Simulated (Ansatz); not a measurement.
# Ta2Ga3: the cost of one run

Program: Ansatz 0.2.0. Level of theory: DFT PBE, scalar-relativistic, plane waves, PAW. These are calculated values, not measurements.

**1. The system as given**

Symmetry: Pm-3m, No. 221, cubic system. Conventional cell: a = 4.498 Å, b = 4.498 Å, c = 4.498 Å, α = 90.00°, β = 90.00°, γ = 90.00°. Ta (site symmetry m-3m) is surrounded by 6 Ga at 2.25 Å. Around Ta (site symmetry m-3m) lie 12 Ga at 3.18 Å. Ga (site symmetry 4/mmm) has 2 Ta at 2.25 Å as nearest neighbours.

Structure file:

```
CELL_PARAMETERS angstrom
4.49822 0.00000 0.00000
0.00000 4.49822 0.00000
0.00000 0.00000 4.49822
ATOMIC_POSITIONS crystal
Ta 0.00000 0.00000 0.00000
Ta 0.50000 0.50000 0.50000
Ga 0.50000 0.00000 0.00000
Ga 0.00000 0.50000 0.00000
Ga 0.00000 0.00000 0.50000
```

A structure generator made this guess: random cell by space group and Wyckoff sites (Pm-3m, No. 221). Lengths come from tabulated atomic sizes and are only a guess.

**2. The guess as it stands, on a coarse mesh**

Contents of input.yaml:

```yaml
crystal:
  lattice:
    - [4.49821534, 0.0, 0.0]
    - [0.0, 4.49821534, 0.0]
    - [0.0, 0.0, 4.49821534]
  atoms:
    - { symbol: Ta, position: [0.0, 0.0, 0.0] }
    - { symbol: Ta, position: [0.5, 0.5, 0.5] }
    - { symbol: Ga, position: [0.5, 0.0, 0.0] }
    - { symbol: Ga, position: [0.0, 0.5, 0.0] }
    - { symbol: Ga, position: [0.0, 0.0, 0.5] }
basis:
  ecutwfc: 420
kpoints:
  mp_grid: { grid: [4, 4, 4] }
hamiltonian:
  xc: pbe
scf:
  occupations: { method: gaussian, width: 0.1 }
  lower_state_search: "off"
output:
  forces: true
  stress: true
  eigenvalues: true
```

On the command line:

```console
> ansatz run input.yaml --threads 1 --pin off --max-ram 2560MiB --backend cpu --events-out ev --progress --plain --runs-dir out
```

What time and memory should one allow on 1 thread of Arm Neoverse V2, shared host?

About 1.9 s, with a peak of 0.34 GiB.
